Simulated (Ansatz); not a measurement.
**GeC+ (doublet): from Hartree-Fock to the top rungs, 6-31G**

An exercise on one series of results from a longer session: the logs are not shown, and one member is left open.

Program: Ansatz 0.2.0, Gaussian basis. Level of theory: 6-31G, core rule «outside noble gas», up to 15 orbitals frozen. These are calculated values, not measurements.

To be run: UHF; CCSD(T) on ROHF; CCSD(T) on UHF; BCCD(T) on ROHF; CISD; CCSDT(Q) on ROHF; CCSDT(Q) on UHF; CISDTQ; CASSCF and MRCISD+Q, 7 electrons in 8 orbitals; CASSCF and NEVPT2, 7 electrons in 8 orbitals; Full CI; Full CI in the symmetry of the determinant.

11 further runs of the same task are left out: 1 for a mislabelled method, 3 that didn't finish, 7 set aside as unsound or not needed.

### What is computed

The geometry is a PBE0/def2-TZVP stationary point (not a proven minimum) of the parent state, kept for this charge and spin. No spin-orbit coupling is included. The filled d shell of Ge may be among the frozen orbitals whatever the setting's name suggests; the logs give the count.

2 atoms, charge 1, spin multiplicity 2.

Atoms are counted from 1 here; the program's logs count them from 0.

Bond lengths: Ge1–C2 1.913 Å.

The first run:

in.yaml reads:

```yaml
crystal:
  periodic: [false, false, false]
  atoms:
    - {symbol: Ge, position_ang: [0.000000, 0.000000, 0.000000]}
    - {symbol: C, position_ang: [0.000000, 0.000000, 1.912799]}
basis:
  gaussian: {orbitals: 6-31G}
total_charge: 1
magnetization: {spin_polarized: true, initial_magnetization: 1}
hamiltonian: {xc: hf}
output: {orbitals: {seedname: orbitals}}
```

Run with:

```sh
$ ansatz run in.yaml --threads 1 --pin off --events-out ev --progress --plain --max-ram 2176MiB
```

Steps of the session up to this table: UHF; CCSD(T) on ROHF; CCSD(T) on UHF; BCCD(T) on ROHF; CISD; CCSDT(Q) on ROHF; CCSDT(Q) on UHF; CISDTQ; CASSCF and MRCISD+Q, 7 electrons in 8 orbitals; CASSCF and NEVPT2, 7 electrons in 8 orbitals; Full CI; Full CI in the symmetry of the determinant.

One of the session's tables, all rows but one given; the rest of the session is left out.

It belongs to the step «Misses and costs». 

| method | from FCI (kcal/mol) |
| --- | --- |
| RMP2 | +33.24 |
| RCCSD | +8.39 |
| RCCSD(T) | +2.14 |
| BCCD(T) | ? |
| RCCSDT | +1.39 |
| RCCSDT(Q) | +0.14 |
| FCI | 0 |

**Question.** Estimate the row for BCCD(T).

The run gave: from FCI (kcal/mol): +2.92. In the column «from FCI (kcal/mol)» it lies between RCCSD(T) (+2.14) and RCCSD (+8.39).

Not comparable, so not listed: CISD; CISDTQ (they don't share determinant, frozen orbitals or solution with the rows shown, or repeat one).

Left out of the table: CASSCF valence, NEVPT2 valence, MRCISD valence, MRCISD+Q valence (the active space lost an orbital or holds another state than full CI finds).

Limits of these values: Left out of the table: ROHF, UHF, UMP2, UCCSD, UCCSD(T), UCCSDT, UCCSDT(Q) (another determinant or state than the rows shown). The program flags BCCD(T) as in doubt, so those rows may rest on another solution; read them beside their warnings.
